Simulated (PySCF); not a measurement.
# CH5AlFGa (SMILES F[CH2][AlH][GaH2]) at PBE/def2-SVP

What is the vertical ionisation energy of CH5AlFGa at PBE/def2-SVP? Input form: a Python script.

The calculation is run with PySCF 2.14.0.

2 further runs of the same task are left out: 1 that didn't finish, 1 set aside as unsound or not needed.

## 1. The structure to begin with

CH5AlFGa has 9 atoms, charge 0, and is taken as a singlet. As SMILES, `F[CH2][AlH][GaH2]`. Geometry: a GFN2-xTB relaxation, a rough one for these elements and not checked as a minimum. This is one conformer, not always the lowest.

Bond lengths: F1–C2 1.459 Å, C2–Al3 2.063 Å, Al3–Ga4 2.485 Å, C2–H5 1.099 Å, C2–H6 1.099 Å, Al3–H7 1.554 Å, Ga4–H8 1.610 Å, Ga4–H9 1.610 Å. Some angles: F1–C2–Al3 90.4°, C2–Al3–Ga4 91.1°, F1–C2–H5 104.2°, F1–C2–H6 104.2°, Al3–C2–H5 122.6°, Al3–C2–H6 122.8°, C2–Al3–H7 121.5°, Ga4–Al3–H7 147.4°, Al3–Ga4–H8 125.7°, Al3–Ga4–H9 125.0°.

## 2. A single-point energy at PBE/def2-SVP

The input, calc.py:

```python
from pyscf import gto, dft

mol = gto.M(
    atom='''
F       -0.826690       0.675100      -0.503400
C        0.522430       1.220410      -0.605640
Al       1.277010      -0.415200       0.400640
Ga      -0.999150      -1.386260       0.630570
H        0.446950       2.215110      -0.145300
H        0.669810       1.376790      -1.683170
H        2.796120      -0.558990       0.692290
H       -1.796380      -2.194250      -0.511000
H       -2.090100      -0.932710       1.725010
''',
    verbose=3,
    charge=0,
    max_memory=1860,
    basis='def2-svp',
    spin=0,
)

ks = dft.RKS(mol)
ks.xc = 'pbe'
ks.grids.level = 4
ks.conv_tol = 1e-10
ks.kernel()
if not ks.converged:
    ks = ks.newton().run(ks.mo_coeff, ks.mo_occ)

e_tot = ks.e_tot
print('E = %.10f Eh' % e_tot)
```

On the command line:

```sh
$ OMP_NUM_THREADS=1 python calc.py
```

What it wrote:

```text
converged SCF energy = -2307.16451665596
E = -2307.1645166560 Eh
```

Wall time 20 s (1 thread of Arm Neoverse V1, shared host); peak memory 0.54 GiB.

## 3. The doublet cation at the same level

The input, run.py:

```python
from pyscf import gto, dft

mol = gto.M(
    atom='''
F   -0.826690   0.675100  -0.503400
C    0.522430   1.220410  -0.605640
Al   1.277010  -0.415200   0.400640
Ga  -0.999150  -1.386260   0.630570
H    0.446950   2.215110  -0.145300
H    0.669810   1.376790  -1.683170
H    2.796120  -0.558990   0.692290
H   -1.796380  -2.194250  -0.511000
H   -2.090100  -0.932710   1.725010
''',
    max_memory=1860,
    spin=1,
    charge=1,
    basis='def2-svp',
    verbose=3,
)

mf = dft.UKS(mol, xc='pbe')
mf.conv_tol = 1e-10
mf.grids.level = 4
mf.kernel()
if not mf.converged:
    mf = mf.newton().run(mf.mo_coeff, mf.mo_occ)

etot = mf.e_tot
print(f'total energy: {etot:.8f} hartree')
```

On the command line:

```sh
$ OMP_NUM_THREADS=1 python run.py
```

What it wrote:

```text
WARN: HOMO -0.251928245277902 >= LUMO -0.251928245277901

converged SCF energy = -2306.84348871181  <S^2> = 0.75217308  2S+1 = 2.0021719
total energy: -2306.84348871 hartree
```

Run time: 48 s. Hardware: 1 thread of Arm Neoverse V1, shared host; peak memory 0.56 GiB.

## 4. Summary of results

Level: PBE/def2-SVP.

| quantity | value |
| --- | --- |
| singlet CH5AlFGa: total energy | -2307.16452 Eh |
| singlet CH5AlFGa: dipole moment | 2.43 D |
| singlet CH5AlFGa: HOMO energy | -5.89 eV |
| singlet CH5AlFGa: LUMO energy | -2.63 eV |
| singlet CH5AlFGa: HOMO–LUMO gap | 3.26 eV |
| doublet cation: total energy | -2306.84349 Eh |
| doublet cation: HOMO energy (highest over α and β) | -11.92 eV |
| doublet cation: LUMO energy (lowest over α and β) | -11.54 eV |
| doublet cation: ⟨S²⟩ | 0.752 |
| vertical ionisation energy (to the doublet cation) | 8.736 eV |

**Reading.** Removing an electron at fixed nuclei costs 8.74 eV (843 kJ/mol). −ε(HOMO) before ionisation, 5.89 eV, is 2.84 eV below this ionisation energy. Mulliken charges (singlet CH5AlFGa) run from -0.26 on F1 to +0.46 on Al3; they depend strongly on the basis. Mulliken charges (doublet cation) run from -0.24 on F1 to +0.72 on Al3.
